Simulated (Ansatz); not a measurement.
# GaPN+ (quintet): the correlation ladder, cc-pVDZ

The task here is to estimate one member of a computed series from the others.

The runs use Ansatz 0.2.0, Gaussian basis; cc-pVDZ, core rule «outside noble gas», up to 20 orbitals frozen.

The runs, in order: UHF; CCSD(T) on ROHF; CCSD(T) on UHF; BCCD(T) on ROHF; CISD as a restricted active space (open shells left free, so some higher excitations enter); CCSDT(Q) on ROHF; CCSDT(Q) on UHF.

35 further runs of the same task are left out: 8 for a known fault of the program, 12 that didn't finish, 15 set aside as unsound or not needed. Runs told in other sessions of the task aren't counted.

**The geometry**

The geometry is a PBE0/def2-TZVP stationary point (not a proven minimum) of the parent state, kept for this charge and spin. No spin-orbit coupling is included. The filled d shell of Ga may be among the frozen orbitals whatever the setting's name suggests.

3 atoms, charge 1, spin multiplicity 5.

Atoms are counted from 1 here; the program's logs count them from 0.

Bond lengths: N1–Ga2 1.836 Å, Ga2–P3 2.174 Å. Angles: N1–Ga2–P3 180.0°.

As a file:

```
atom   x (Å)   y (Å)    z (Å)
  N1  0.0000  0.0000  -1.9489
 Ga2  0.0000  0.0000  -0.1125
  P3  0.0000  0.0000   2.0614
```

Set-up of the first run:

File in.yaml:

```yaml
crystal:
  periodic: [false, false, false]
  atoms:
    - {symbol: N, position_ang: [0.000000, 0.000000, -1.948900]}
    - {symbol: Ga, position_ang: [0.000000, 0.000000, -0.112500]}
    - {symbol: P, position_ang: [0.000000, 0.000000, 2.061400]}
basis:
  gaussian: {orbitals: cc-pVDZ}
total_charge: 1
magnetization: {spin_polarized: true, initial_magnetization: 4}
hamiltonian: {xc: hf}
output: {orbitals: {seedname: orbitals}}
```

On the command line:

```
ansatz run in.yaml --threads 1 --pin off --events-out ev --progress --plain --max-ram 2393MiB
```

Among the steps run: UHF; CCSD(T) on ROHF; CCSD(T) on UHF; BCCD(T) on ROHF; CISD as a restricted active space (open shells left free, so some higher excitations enter); CCSDT(Q) on ROHF; CCSDT(Q) on UHF.

One table of the session follows, with a row left open; its other results are not shown here.

It belongs to the step «Misses and costs». 

```
   method  from UCCSDT(Q) (kcal/mol)
     ROHF                    +163.76
      UHF                    +157.06
     RMP2                     +30.91
     UMP2                     +31.99
    RCCSD                      +6.33
    UCCSD                      +6.16
 RCCSD(T)                      +1.62
 UCCSD(T)                      +1.60
  BCCD(T)                      +1.64
   RCCSDT                      +0.46
   UCCSDT                      +0.41
RCCSDT(Q)                          ?
UCCSDT(Q)                          0
```

Estimate the missing values for RCCSDT(Q).

The run gave: from UCCSDT(Q) (kcal/mol): +0.07. In the column «from UCCSDT(Q) (kcal/mol)» it lies between UCCSDT(Q) (0) and UCCSDT (+0.41).

Not comparable, so not listed: CISD as a restricted active space (open shells left free, so some higher excitations enter) (they don't share determinant, frozen orbitals or solution with the rows shown, or repeat one).

Caveats from the session: Restricted and unrestricted rows rest on different reference determinants; a gap between their highest levels can come from leftover correlation error, from unlike frozen cores or from another state.
